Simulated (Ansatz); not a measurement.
# Chlorotrimethylsilane (C₃H₉ClSi): up Jacob's ladder to CCSD(T)

Aim: compute chlorotrimethylsilane (C₃H₉ClSi) with functionals from several rungs and with coupled cluster. The yardstick is the atomisation energy at the CCSD(T) limit.

Program: Ansatz 0.2.0, Gaussian basis. Level of theory: functionals in def2-TZVPP, the program's frozen cores in correlated methods. These are calculated values, not measurements.

Plan: LDA (SPW92), PBE-D4, revPBE-D4, BLYP-D4, r2SCAN-D4, B97M-V, PBE0-D4, B3LYP-D4, r2SCANh-D4, r2SCAN0-D4, HSE06-D4, BHLYP-D4, CAM-B3LYP-D4, LC-ωPBE, ωB97X-V, ωB97M-V, B2PLYP, PBE-QIDH; CCSD(T)/def2-SVP; CCSD(T)/def2-TZVPP; MP2/def2-QZVPP; extrapolation to the limit; RPA on PBE.

## Step 1: The geometry

The geometry comes from an earlier relaxation with PBE0-D4 in a triple-zeta def2 set; it is a stationary point, not always the lowest conformer.

SMILES `C[Si](C)(C)Cl`, 14 atoms, charge 0, spin multiplicity 1.

Atoms are counted from 1 here; the program's logs count them from 0.

Bond lengths: C1–Si2 1.862 Å, C1–H6 1.092 Å, C1–H7 1.094 Å, C1–H8 1.092 Å, Si2–C3 1.862 Å, Si2–C4 1.862 Å, Si2–Cl5 2.079 Å, C3–H9 1.092 Å, C3–H10 1.092 Å, C3–H11 1.094 Å, C4–H12 1.094 Å, C4–H13 1.092 Å, C4–H14 1.092 Å. Angles: Si2–C1–H6 110.9°, Si2–C1–H7 110.4°, Si2–C1–H8 110.9°, H6–C1–H7 108.2°, H6–C1–H8 108.1°, H7–C1–H8 108.2°, C1–Si2–C3 111.5°, C1–Si2–C4 111.5°, C1–Si2–Cl5 107.3°, C3–Si2–C4 111.5°, C3–Si2–Cl5 107.3°, C4–Si2–Cl5 107.3°, Si2–C3–H9 110.9°, Si2–C3–H10 110.9°, Si2–C3–H11 110.4°, H9–C3–H10 108.1°, H9–C3–H11 108.2°, H10–C3–H11 108.2° and more.

## Step 2: LDA

This LDA is Slater exchange with PW92 correlation.

Input file in.yaml:

```yaml
crystal:
  periodic: [false, false, false]
  atoms:
    - {symbol: C, position_ang: [-1.680305, 0.557865, 0.223647]}
    - {symbol: Si, position_ang: [0.107919, 0.307589, -0.231765]}
    - {symbol: C, position_ang: [1.206089, 0.335029, 1.271911]}
    - {symbol: C, position_ang: [0.348374, -1.249174, -1.224962]}
    - {symbol: Cl, position_ang: [0.669500, 1.905297, -1.438346]}
    - {symbol: H, position_ang: [-1.817411, 1.495590, 0.766555]}
    - {symbol: H, position_ang: [-2.029304, -0.259734, 0.861336]}
    - {symbol: H, position_ang: [-2.309957, 0.586697, -0.668309]}
    - {symbol: H, position_ang: [1.091003, 1.271335, 1.822330]}
    - {symbol: H, position_ang: [2.256422, 0.233634, 0.990142]}
    - {symbol: H, position_ang: [0.952156, -0.489590, 1.944545]}
    - {symbol: H, position_ang: [0.066589, -2.125706, -0.634028]}
    - {symbol: H, position_ang: [1.392005, -1.362721, -1.526316]}
    - {symbol: H, position_ang: [-0.266179, -1.235113, -2.127738]}
basis:
  gaussian: {orbitals: def2-TZVPP}
hamiltonian: {xc: lda}
output: {orbitals: {seedname: orbitals}}
```

Launch:

```
$ ansatz run in.yaml --threads 4 --pin off --events-out ev --progress --plain --max-ram 10444MiB
```

After this run come: PBE-D4 (GGA); revPBE-D4 (GGA); BLYP-D4 (GGA); r2SCAN-D4 (meta-GGA); B97M-V (meta-GGA); PBE0-D4 (hybrid); B3LYP-D4 (hybrid); r2SCANh-D4 (hybrid); r2SCAN0-D4 (hybrid); HSE06-D4 (hybrid); BHLYP-D4 (hybrid); CAM-B3LYP-D4 (range-separated); LC-ωPBE (range-separated); ωB97X-V (range-separated); ωB97M-V (range-separated); B2PLYP (double hybrid); PBE-QIDH (double hybrid); CCSD(T) in def2-SVP; CCSD(T) in def2-TZVPP; MP2 in def2-QZVPP; RPA on PBE orbitals.

**Question.** What will the summary of the whole plan be? Wanted: atomisation energy, CCSD(T)/CBS; farthest beyond LDA; mean size of error, GGA; mean size of error, meta-GGA; mean size of error, hybrid; mean size of error, range-separated; mean size of error, double hybrid; gap, smallest and largest; T1 diagnostic.

As calculated:

| quantity | value |
| --- | --- |
| atomisation energy, CCSD(T)/CBS | 5269.1 kJ/mol |
| functionals within 26.3 kJ/mol (0.5 %) | r2SCAN-D4, B97M-V, PBE0-D4, B3LYP-D4, r2SCANh-D4, r2SCAN0-D4, HSE06-D4, CAM-B3LYP-D4, LC-ωPBE, ωB97X-V, ωB97M-V, PBE-QIDH |
| farthest beyond LDA | BHLYP-D4 (-94.1 kJ/mol) |
| mean size of error, GGA | 50.5 kJ/mol |
| mean size of error, meta-GGA | 19.5 kJ/mol |
| mean size of error, hybrid | 25.1 kJ/mol |
| mean size of error, range-separated | 16.0 kJ/mol |
| mean size of error, double hybrid | 37.9 kJ/mol |
| gap, smallest and largest | 6.99 eV (BLYP-D4), 14.02 eV (LC-ωPBE) |
| T1 diagnostic | 0.0088 |
| triples share of the correlation energy | 3.8 % |

LDA overbinds by 620.2 kJ/mol (12 %). PBE-D4 misses by +46.4 kJ/mol. Double hybrids carry the basis error of their MP2 part in triple zeta, and no dispersion term here, so their miss is partly the set-up's. The rungs range-separated, meta-GGA, hybrid miss on average by less than the doubt on the reference (26.3 kJ/mol), so they tie. Misses under about 26.3 kJ/mol are within the doubt on the reference itself, which lacks core-valence correlation, relativity and higher excitations. Hartree-Fock recovers 77 % of the binding; the rest is correlation. CCSD(T) in def2-SVP is off by -270.4 kJ/mol, more than most functionals: a good method in a small basis is no reference. Orbital gaps span 7.0 to 14.0 eV; exact exchange widens them.
